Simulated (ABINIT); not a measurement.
Runs of ABINIT 10.8.3 (patched build) on GaF. It takes space group Pm-3m (No. 221, cubic). The conventional cell has a = 3.166 Å, b = 3.166 Å, c = 3.166 Å, α = 90.00°, β = 90.00°, γ = 90.00°. Ga (site symmetry m-3m) is surrounded by 8 F at 2.74 Å. Around F (site symmetry m-3m) lie 8 Ga at 2.74 Å. The cell was built by a generator and needn't be a form met in nature.

```tsv
task	level	potentials or basis	cell	k mesh	cutoff (eV)	smearing	stop of the response cycle (tolvrs)	acoustic sum rule (asr)	cell freedom (optcell)	optimiser (ionmov)	cutoff smearing ecutsm (Ha)	mesh quality	gap on the mesh (eV)	pressure (GPa)	relaxed volume (Å³/atom)
dielectric tensor	LDA-Teter	PseudoDojo NC SR LDA v0.4.1 standard	as given	4 × 4 × 4, shifted	1143	fixed	1e-08	2	-	-	-	coarse	-	-6.8	-
relaxation of cell and atoms	WC	PseudoDojo NC SR PBEsol v0.4.1 standard	relaxed	6 × 6 × 6	1143	fermi-dirac 0.05 eV	-	-	2	2	0.5	not flagged	none	0.0	(b)
single point	LDA-Teter	PseudoDojo NC SR LDA v0.4.1 standard	as given	6 × 6 × 6	1143	fermi-dirac 0.05 eV	-	-	-	-	-	not flagged	(a)	-6.3	-
single point	LDA-PZ	PseudoDojo NC SR LDA v0.4.1 standard	as given	6 × 6 × 6	1088	fermi-dirac 0.05 eV	-	-	-	-	-	not flagged	0.36	-6.4	-
relaxation of cell and atoms	LDA	PseudoDojo NC SR LDA v0.4.1 standard	relaxed	6 × 6 × 6	1143	fermi-dirac 0.05 eV	-	-	2	2	0.5	not flagged	none	0.0	13.87
```

Alike in all rows: no spin polarisation.

Task: Fill in the values left out.

Result: (a) 0.37; (b) 14.61.

Caveats: some runs use coarse meshes; the cell is more than 3 GPa from zero pressure, which shifts response properties (some runs); the potentials were made for another functional, which shifts forces and pressure (some runs).

A k mesh can miss the band edges, and the runs leave out spin-orbit coupling on Ga.

A gap of «none» marks a metal or a gap under the smearing width.

Not every run made on this cell is shown here.
